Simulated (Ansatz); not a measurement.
# Ti(OH)2Cl2 (Cl₂H₂O₂Ti): structure and electronic state

What does Ti(OH)2Cl2 (Cl₂H₂O₂Ti) look like as a singlet, and where do its frontier electrons sit?

The runs use Ansatz 0.2.0, Gaussian basis; RKS PBE0-D4/def2-TZVP.

Levels to be run: relaxation at r2SCAN-D4/def2-SVP; a search for the lowest solution at PBE0-D4/def2-SVP; a single point at PBE0-D4/def2-TZVP.

## 1. The starting structure

7 atoms, charge 0, spin multiplicity 1.

Atoms are counted from 1 here; the program's logs count them from 0.

Bond lengths: Ti1–O2 1.679 Å, Ti1–O4 1.680 Å, Ti1–Cl6 2.141 Å, Ti1–Cl7 2.142 Å, O2–H3 0.959 Å, O4–H5 0.959 Å. Angles: O2–Ti1–O4 125.3°, O2–Ti1–Cl6 107.4°, O2–Ti1–Cl7 105.8°, O4–Ti1–Cl6 107.1°, O4–Ti1–Cl7 107.0°, Cl6–Ti1–Cl7 101.8°, Ti1–O2–H3 174.0°, Ti1–O4–H5 172.0°.

Formally the metal is d0. No spin-orbit coupling is included.

The start is a GFN2-xTB geometry.

## 2. Relaxation at r2SCAN-D4/def2-SVP

in.yaml reads:

```yaml
crystal:
  periodic: [false, false, false]
  atoms:
    - {symbol: Ti, position_ang: [-0.162220, 0.028110, -0.121490]}
    - {symbol: O, position_ang: [-0.381330, -0.071750, 1.539890]}
    - {symbol: H, position_ang: [-0.451710, -0.212470, 2.485980]}
    - {symbol: O, position_ang: [1.323030, 0.060260, -0.905040]}
    - {symbol: H, position_ang: [2.225150, 0.075830, -1.229960]}
    - {symbol: Cl, position_ang: [-1.276400, 1.719790, -0.814590]}
    - {symbol: Cl, position_ang: [-1.276520, -1.599770, -0.954800]}
basis:
  gaussian: {orbitals: def2-SVP}
hamiltonian: {xc: r2scan, dispersion: d4}
scf: {omitted_lower_state_checks: [starts]}
output: {orbitals: {seedname: orbitals}}
relax: {f_tol: 0.02, max_steps: 100}
```

Launch:

```bash
$ ansatz run in.yaml --threads 4 --pin off --events-out ev --progress --plain --max-ram 3916MiB
```

After this run come: Searching for the lowest solution, PBE0-D4/def2-SVP; Single point, PBE0-D4/def2-TZVP.

Q: Predict the results of all the runs planned. Wanted: point group; near neighbours of the metal; HOMO, LUMO at PBE0-D4/def2-TZVP; charge on the metal; dipole at r2SCAN-D4/def2-SVP.

**Answer**, as computed:

| quantity | value |
| --- | --- |
| point group | Cs |
| near neighbours of the metal | O 1.76, O 1.77, Cl 2.21, Cl 2.21 Å |
| HOMO, LUMO at PBE0-D4/def2-TZVP | -8.94, -2.74 eV |
| charge on the metal (Mulliken, PBE0-D4/def2-TZVP) | +1.34 e |
| dipole at r2SCAN-D4/def2-SVP | 3.62 D |

The molecule keeps its bonding pattern by the stored test; the atoms moved 0.29 Å (rms), and the angle Ti1–O4–H5 went from 172° to 131°. The metal has 4 near neighbours by the distance rule, from 1.76 to 2.21 Å. The Mulliken charge of the metal, +1.34 e, depends on the basis and isn't its oxidation state. No usable vibrations, so a minimum isn't proven. The HOMO lies nearest to Cl6, Cl7 about 46 % each and the LUMO to Ti1 76 %; Cl6, Cl7 about 7 % each. Whether this spin is the lowest isn't tested here. The point group is read from a loosely relaxed geometry; soft torsions can leave it below the true symmetry.
